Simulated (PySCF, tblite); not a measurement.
# C₅H₁₁GeO radical: geometry, infrared bands and EPR parameters

Wanted: the infrared bands and EPR parameters of C₅H₁₁GeO radical (`[GeH3][O][C@H]1[CH]CCC1`), by calculation.

Computed with tblite 0.8.0 and PySCF 2.14.0, with density-fitted response routines of our own, on a single molecule in the gas phase. Atoms count from 0, in the outputs and in this text.

### Step 1. Starting geometry

18 atoms, charge 0, multiplicity 2; geometry from: force field or distance geometry start.

Bonds of the start (Å): Ge0–O1 1.79, O1–C2 1.37, C2–C3 1.51, C3–C4 1.49, C4–C5 1.53, C5–C6 1.53, C6–C2 1.53, Ge0–H7 1.56, Ge0–H8 1.55, Ge0–H9 1.53, C2–H10 1.10, C3–H11 1.13, C4–H12 1.11, C4–H13 1.11, C5–H14 1.09, C5–H15 1.10, C6–H16 1.10, C6–H17 1.10.

### Step 2. Optimising the geometry with GFN2-xTB

What the job is given:

```
{"job": {"kind": "relax", "xc": "GFN2-xTB", "basis": "xTB"}, "charge": 0, "multiplicity": 2}
Ge     2.919300    -0.591300    -0.143100
O      1.269200    -0.684000     0.552600
C      0.316900    -0.145200    -0.264700
C     -0.733800    -1.180000    -0.573100
C     -1.943400    -0.417500    -0.983700
C     -1.719200     1.015400    -0.505500
C     -0.523300     0.920200     0.442900
H      3.861900    -1.483600     0.725500
H      3.452700     0.861300    -0.014700
H      2.997300    -1.063800    -1.592500
H      0.732500     0.248600    -1.205700
H     -0.927100    -1.745100     0.385500
H     -2.035400    -0.401400    -2.090700
H     -2.876700    -0.816000    -0.528900
H     -1.369500     1.593700    -1.366100
H     -2.616400     1.427100    -0.013200
H     -0.805300     0.576000     1.450200
H     -0.008400     1.892000     0.449000
```

Started as:

```console
> OMP_NUM_THREADS=1 python probes_run.py task.json out
```

The driver reads the jobs from task.json and runs them one after another.

**Question.** This job is followed by: GFN2-xTB harmonic vibrations, gas phase; UKS B3LYP, def2-TZVP-core on Ge, pcH-1 on C H O, non-relativistic, mean-field spin-orbit, GIAO. What will the session give for the following? strongest single infrared mode (GFN2-xTB); zero-point energy (GFN2-xTB); g(iso) (B3LYP); ⟨S²⟩; largest a(iso) (averaged by class); surface potential, 1st and 99th percentile.

**Answer**, as computed:

| quantity | value |
| --- | --- |
| strongest single infrared mode (GFN2-xTB) | 1971 cm⁻¹, 530 km/mol |
| zero-point energy (GFN2-xTB) | 87.3 kcal/mol |
| g(iso) (B3LYP) | 2.00281 |
| ⟨S²⟩ | 0.754 (exact 0.75) |
| largest a(iso) (averaged by class) | 1H on H13, 145.5 MHz |
| surface potential, 1st and 99th percentile | -1.38 V and 1.14 V |

Relaxing lowered the energy by 0.855 eV in 174 steps; the close pair that moved most is Ge0–H7, from 1.562 to 1.487 Å. No mode is imaginary among the 48: a minimum at this level. The strongest single mode, at 1971 cm⁻¹, moves mainly H8 and H9. GFN2-xTB is a fitted tight-binding method: band positions and strengths are rough. Its intensities can rank the bands wrongly. Most of the unpaired spin sits on C3 (1.01 e). The isotropic g lies 0.5 ppt above the free-electron value. The hyperfine terms hold no scalar relativity, which the heavier nuclei need.
